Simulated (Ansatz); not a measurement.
# BF3H2: the cost of one run

Method: RKS revPBE/def2-SVP, in Ansatz 0.2.0.

## (1) The structure to begin with

Bond lengths: B1–F3 1.320 Å, B1–F4 1.320 Å, B1–F5 1.620 Å. Angles: F3–B1–F4 120.0°, F3–B1–F5 97.0°, F4–B1–F5 101.2°.

Structure file:

```xyz
6

B     0.0000    0.0000    0.0000
H     0.0000    0.0000    1.5400
F     1.1431    0.0000   -0.6600
F    -1.1431    0.0000   -0.6600
F     0.0677   -1.5359    0.5108
H     0.0382   -0.8667    1.4996
```

## (2) A restrained relaxation towards end A

Springs on the bonds that form and break draw the guess towards this end; the thresholds are loose.

Contents of input.yaml:

```yaml
crystal:
  periodic: [false, false, false]
  atoms:
    - { symbol: B, position_ang: [0.0, 0.0, 0.0] }
    - { symbol: H, position_ang: [0.0, 0.0, 1.54] }
    - { symbol: F, position_ang: [1.1431, 0.0, -0.66] }
    - { symbol: F, position_ang: [-1.1431, 0.0, -0.66] }
    - { symbol: F, position_ang: [0.0677, -1.5359, 0.5108] }
    - { symbol: H, position_ang: [0.0382, -0.8667, 1.4996] }
basis:
  gaussian: { orbitals: def2-SVP }
hamiltonian:
  xc: revpbe
relax:
  f_tol: 0.15
  max_steps: 25
  restrain:
    - { distance: [0, 4], at: 2.52, k: 30.0 }
    - { distance: [5, 1], at: 1.86, k: 30.0 }
    - { distance: [0, 1], at: 1.19, k: 30.0 }
    - { distance: [5, 4], at: 0.92, k: 30.0 }
```

Run with:

```
ansatz run input.yaml --threads 1 --pin off --max-ram 2048MiB --backend cpu --events-out ev --progress --plain --runs-dir out
```

What time and memory should one allow on 1 thread of Arm Neoverse V2, shared host?

About 9.9 s, with a peak of 0.11 GiB.
